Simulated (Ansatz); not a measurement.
KMgF3 under changes of volume

One of the cells (12.665 Å³/atom); the others are scaled copies at fixed shape and fractional positions:

```
K Mg F
1.0
     3.98590    0.00000    0.00000
     0.00000    3.98590    0.00000
     0.00000    0.00000    3.98590
K Mg F
1 1 3
Cartesian
  1.9929 1.9929 1.9929
  0.0000 0.0000 0.0000
  0.0000 0.0000 1.9929
  0.0000 1.9929 0.0000
  1.9929 0.0000 0.0000
```

* Program: Ansatz 0.2.0
* Functional: PBEsol
* Potentials or basis: all-electron LAPW, scalar-relativistic
* Cutoff: 363 eV (chosen from the basis error)
* Basis error allowed: 0.001 eV/atom
* k mesh: 7 × 7 × 7
* Occupations: fermi-dirac, width 0.05 eV
* Spin: no spin polarisation

```csv
volume (Å³/atom),energy over the lowest point (meV/atom),pressure (GPa),gap on the mesh (eV)
11.905,13.09,5.5,7.65
12.159,5.93,3.6,7.48
12.412,1.66,1.8,7.32
12.665,0.00,0.3,7.17
12.918,0.66,-1.1,7.02
13.172,3.41,-2.3,6.89
13.425,?,?,?
```

**Question.** What does the run at 13.425 Å³/atom give?

**Answer.** Energy over the lowest point 8.00 meV/atom; pressure -3.5 GPa; gap on the mesh 6.75 eV.

Worked out: A Birch-Murnaghan fit of order 3 (a polynomial in V^(-2/3)) to the other rows has its minimum at 12.72 Å³/atom with B0 = V·E''(V) = 72 GPa and B' = 4.4. It gives 8.04 meV/atom at 13.425 Å³/atom, against the run's 8.00, and -dE/dV = -3.5 GPa, against -3.5. A straight line through the other rows of the gap, of slope -7.54 eV per unit of ln V, extrapolates to 6.74 eV, against the run's 6.75.

Energies are extrapolated to zero smearing.

Caveats: an odd mesh through Γ misses points on the zone boundary, where band edges often lie.
